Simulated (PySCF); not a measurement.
# GeH₃⁺: stationary points from several starts

Which structure of GeH₃⁺ lies lowest? The starts are trigonal planar, trigonal pyramidal and T-shaped; the spin state tried: singlet. Each end point is tested by its vibrations.

Computed with PySCF 2.14.0. Level: PBE0, basis Ge def2-TZVP, H def2-TZVP, no relativity, density fitting.

### 1 Where the work starts

4 atoms, charge 1, spin multiplicity 1.

Bond lengths: Ge1–H2 1.499 Å, Ge1–H3 1.499 Å, Ge1–H4 1.499 Å. Angles: H2–Ge1–H3 120.0°, H2–Ge1–H4 120.0°, H3–Ge1–H4 120.0°.

```xyz
4
charge 1 multiplicity 1
Ge    0.0000    0.0000    0.0000
H     1.4994    0.0000    0.0000
H    -0.7497    1.2985    0.0000
H    -0.7497   -1.2985    0.0000
```

### 2 Relaxing the singlet from the trigonal planar start

One driver script runs all steps and calls PySCF; scf.py shows how it sets up the SCF of each step. The optimiser is the driver's own. Before each start the driver seeks the lowest SCF state from one or more starting densities and follows internal instabilities, so scf.py alone need not reach the same state.

The program finds D3h symmetry in the start, which this walk keeps. The walk stops when the largest gradient is under 0.0003 Eh/bohr and the energy has settled too.

Contents of scf.py:

```python
from pyscf import gto, scf, dft
mol = gto.M(atom='''
Ge     0.000000     0.000000     0.000000
H      1.499389     0.000009    -0.000000
H     -0.749703     1.298505     0.000000
H     -0.749687    -1.298514     0.000000''',
    basis={'Ge': 'def2-TZVP', 'H': 'def2-TZVP'},
    charge=1, spin=0)
mf = dft.RKS(mol, xc='PBE0')
mf.grids.atom_grid = (50, 194)
aux = {'Ge': 'def2-universal-JKFIT', 'H': 'def2-universal-JKFIT'}
mf = mf.density_fit(auxbasis=aux)
mf.kernel()
```

Steps of the walk:

| step | energy (Eh) | change (kJ/mol) | largest symmetric gradient (Eh/bohr) |
| --- | --- | --- | --- |
| 0 | -2078.184934 | 0.00 | 0.00850 |
| 1 | -2078.185440 | -1.33 | 0.00221 |
| 2 | -2078.185479 | -1.43 | 0.00011 |
| 3 | -2078.185479 | -1.43 | 0.00000 |

The walk needed 4.3 s of wall time on 4 threads, shared host.

It settles in D3h symmetry, 1.4 kJ/mol below the start, after 3 steps: Ge–H 1.522 Å (×3); H–Ge–H 120.0° (×3).

### 3 Vibrations and properties at this point

The point is checked on the finer grid, and tightened if its gradient asks for it. The Hessian and the dipole derivatives come from central differences of analytic gradients, with steps of 0.01 bohr.

Edit scf.py of step 2 so:

```diff
@@ -3,4 +3,4 @@
-Ge     0.000000     0.000000     0.000000
-H      1.499389     0.000009    -0.000000
-H     -0.749703     1.298505     0.000000
-H     -0.749687    -1.298514     0.000000''',
+Ge    -0.000000     0.000000     0.000000
+H      1.522436     0.000009     0.000000
+H     -0.761226     1.318464    -0.000000
+H     -0.761210    -1.318473     0.000000''',
@@ -10 +10 @@
-mf.grids.atom_grid = (50, 194)
+mf.grids.atom_grid = (75, 302)
```

The driver hands on the density of the step before, so the log starts near convergence.

Log of the central SCF (cycles and frontier levels):

```text
init E= -2078.18541811678
  HOMO = -0.635314200849633  LUMO = -0.369932495222397  gap/eV = 7.22140
cycle= 1 E= -2078.18541811679  delta_E= -4.55e-12  |g|= 1.93e-06  |ddm|= 1.59e-06
  HOMO = -0.635314331805336  LUMO = -0.369932655938624  gap/eV = 7.22140
Extra cycle  E= -2078.18541811678  delta_E= 4.55e-12  |g|= 2.29e-06  |ddm|= 1.58e-06
converged SCF energy = -2078.18541811678
```

The whole step took 12 s.

Geometry: D3h; Ge–H 1.522 Å (×3); H–Ge–H 120.0° (×3).

Harmonic modes (main isotopes):

```tsv
symmetry	ω (cm⁻¹)	IR (km/mol)	type
a2''	799	21.7	bend
e'	851	68.0	bend
a1'	2203	0.0	stretch
e'	2266	0.1	stretch
```

Every mode is real; the point is a minimum.

Properties at this point:

- Dipole moment about the centre of mass: 0.00 D
- Highest occupied level: -17.29 eV
- Lowest empty level: -10.07 eV
- Rotational constants: 4.811, 4.811, 2.406 cm⁻¹
- Zero-point energy: 55.2 kJ/mol
- Principal polarisabilities: 16.4, 25.3, 25.3 bohr³
- Principal traceless quadrupole moments about the centre of mass: -0.65, -0.65, 1.29 D Å
- Entropy at 298.15 K and 1 bar: 217.5 J/(mol K)
- Heat capacity Cp at 298.15 K: 40.8 J/(mol K)
- Enthalpy at 298.15 K above 0 K: 10.46 kJ/mol
- Rotational symmetry number: 6

Populations by atom (charges in e):

```json
{"atom": "Ge1", "Mulliken": "0.44", "Löwdin": "0.98", "polar tensor": "1.19", "Mayer order to Ge1": "–"}
{"atom": "H2,3,4", "Mulliken": "0.19", "Löwdin": "0.01", "polar tensor": "-0.06", "Mayer order to Ge1": "0.90"}
```

Outer orbital energies (eV). occupied: -42.50, -42.34, -42.34, -42.01, -42.01, -22.92, -17.29, -17.29; empty: -10.07, -6.29, -4.56, -4.56.

Mulliken populations on Ge1: s 7.54, p 13.92, d 10.09, f 0.01.

### 4 Relaxation: trigonal pyramidal start, singlet

The program finds C3v symmetry in the start, which this walk keeps.

Edit scf.py of step 3 so:

```diff
@@ -3,4 +3,4 @@
-Ge    -0.000000     0.000000     0.000000
-H      1.522436     0.000009     0.000000
-H     -0.761226     1.318464    -0.000000
-H     -0.761210    -1.318473     0.000000''',
+Ge     0.000000     0.000000    -0.027659
+H      1.323865     0.000001     0.676242
+H     -0.661934     1.146500     0.676241
+H     -0.661932    -1.146502     0.676240''',
@@ -10 +10 @@
-mf.grids.atom_grid = (75, 302)
+mf.grids.atom_grid = (50, 194)
```

Steps of the walk:

| step | energy (Eh) | change (kJ/mol) | largest symmetric gradient (Eh/bohr) |
| --- | --- | --- | --- |
| 0 | -2078.112328 | 0.00 | 0.07036 |
| 1 | -2078.162902 | -132.78 | 0.05537 |
| 2 | -2078.179979 | -177.62 | 0.02395 |
| 3 | -2078.183243 | -186.19 | 0.01239 |
| 4 | -2078.185466 | -192.02 | 0.00133 |
| 5 | -2078.185479 | -192.06 | 0.00009 |
| 6 | -2078.185479 | -192.06 | 0.00000 |

The walk took 7.7 s.

Geometry (Å) and forces (eV/Å) at some steps:

```
step 0
Ge   0.000   0.000  -0.028  -0.001   0.000   3.618
H    1.324   0.000   0.676   1.678   0.000  -1.206
H   -0.662   1.147   0.676  -0.839   1.453  -1.206
H   -0.662  -1.147   0.676  -0.839  -1.453  -1.206
step 1
Ge   0.000   0.000   0.184  -0.001   0.000   2.847
H    1.479   0.000   0.606   0.160   0.000  -0.950
H   -0.739   1.281   0.606  -0.080   0.138  -0.949
H   -0.739  -1.281   0.606  -0.080  -0.138  -0.949
step 3
Ge   0.000   0.000   0.440   0.001   0.000   0.613
H    1.560   0.000   0.521  -0.637   0.000  -0.203
H   -0.780   1.351   0.521   0.318  -0.552  -0.205
H   -0.780  -1.351   0.521   0.318   0.552  -0.205
step 6
Ge   0.000   0.000   0.500   0.002   0.000   0.000
H    1.522   0.000   0.500   0.000   0.000   0.000
H   -0.761   1.318   0.500  -0.001  -0.001   0.000
H   -0.761  -1.318   0.500  -0.001   0.001   0.000
```

After 6 steps and 192.1 kJ/mol it ends at D3h: Ge–H 1.522 Å (×3); H–Ge–H 120.0° (×3).

### 5 Relaxation: T-shaped start, singlet

The program finds C2v symmetry in the start, which this walk keeps. The walk stops when the largest gradient is under 0.0003 Eh/bohr and the energy has settled too.

Edit scf.py of step 4 so:

```diff
@@ -3,4 +3,4 @@
-Ge     0.000000     0.000000    -0.027659
-H      1.323865     0.000001     0.676242
-H     -0.661934     1.146500     0.676241
-H     -0.661932    -1.146502     0.676240''',
+Ge     0.000000     0.000000    -0.021009
+H      0.000000     0.000000     1.478391
+H      1.498500    -0.000000     0.031291
+H     -1.498500     0.000000     0.031291''',
```

Steps of the walk:

| step | energy (Eh) | change (kJ/mol) | largest symmetric gradient (Eh/bohr) |
| --- | --- | --- | --- |
| 0 | -2078.128782 | 0.00 | 0.03209 |
| 1 | -2078.154007 | -66.23 | 0.04236 |
| 2 | -2078.173640 | -117.78 | 0.03261 |
| 3 | -2078.178740 | -131.16 | 0.02329 |
| 4 | -2078.184896 | -147.33 | 0.01536 |
| 5 | -2078.185375 | -148.58 | 0.00505 |
| 6 | -2078.185472 | -148.84 | 0.00150 |
| 7 | -2078.185479 | -148.86 | 0.00011 |
| 8 | -2078.185479 | -148.86 | 0.00001 |

The walk took 10 s.

It settles in D3h symmetry, 148.9 kJ/mol below the start, after 8 steps: Ge–H 1.522 Å (×3); H–Ge–H 120.0° (×3).

### 6 Results

| quantity | value |
| --- | --- |
| lowest minimum | singlet, D3h |
| geometry | Ge–H 1.522 Å (×3); H–Ge–H 120.0° (×3) |
| wavenumbers (cm⁻¹) | 799 (a2''), 851 (e'), 2203 (a1'), 2266 (e') |
| dipole moment (centre of mass) | 0.00 D |
| highest occupied, lowest empty level | -17.29, -10.07 eV |
| polar-tensor charge of Ge1 | +1.19 e |
| zero-point energy | 55.2 kJ/mol |
| entropy at 298.15 K | 217.5 J/(mol K) |

In words: The lowest minimum found is the singlet of D3h symmetry. In the infrared the band at 851 cm⁻¹ (e', bend) leads. A search over typed starts can miss a lower isomer.

The search up to here needed 37 s of wall time on 4 threads, shared host.
